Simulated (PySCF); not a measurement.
# C4H10Si: the cost of one run

Computed with PySCF 2.14.0, with density-fitted response routines of our own, on a single molecule in the gas phase. Atoms are numbered from 0 throughout.

### Step 1. The molecule as given

15 atoms, charge 0, multiplicity 1; geometry from: GFN2-xTB. The atoms were then displaced at random by about 0.01 Å, so the start is not that level's minimum.

Bonds of the start (Å): C0–C1 1.49, C1–C2 1.54, C2–Si3 1.95, Si3–C4 1.94, C4–C1 1.55, C0–H5 1.07, C0–H6 1.10, C0–H7 1.11, C1–H8 1.11, C2–H9 1.10, C2–H10 1.07, Si3–H11 1.45, Si3–H12 1.44, C4–H13 1.11, C4–H14 1.08.

### Step 2. Geometry optimisation at PBE0-D3(BJ)/def2-SVP

Job settings and geometry (Å):

```
{"job": {"xc": "PBE0", "basis": "def2-SVP", "d3": "d3bj", "grid": 1, "shake": 0.01, "kind": "geom"}, "charge": 0, "multiplicity": 1}
C     -1.783100    -0.247230    -0.306860
C     -0.487580    -0.207500     0.434620
C      0.601180    -1.074630    -0.218090
Si     1.923900     0.346200    -0.048620
C      0.231630     1.160660     0.417760
H     -2.229180    -1.220850    -0.318820
H     -1.650560     0.094250    -1.342340
H     -2.504960     0.455040     0.154230
H     -0.655300    -0.519980     1.486220
H      0.807360    -2.009200     0.324100
H      0.365350    -1.327350    -1.230710
H      2.861870     0.203300     1.052720
H      2.523550     0.811700    -1.277290
H      0.154840     1.706150     1.379600
H     -0.174350     1.812050    -0.341120
```

On the command line:

```console
$ OMP_NUM_THREADS=1 python probes_run.py task.json out
```

This one command runs all jobs of the session in turn.

**Question.** How long does this first job take on 1 thread of Arm Neoverse V1, shared host, and how much memory does it need?

About 57 s, with a peak of 0.5 GiB.
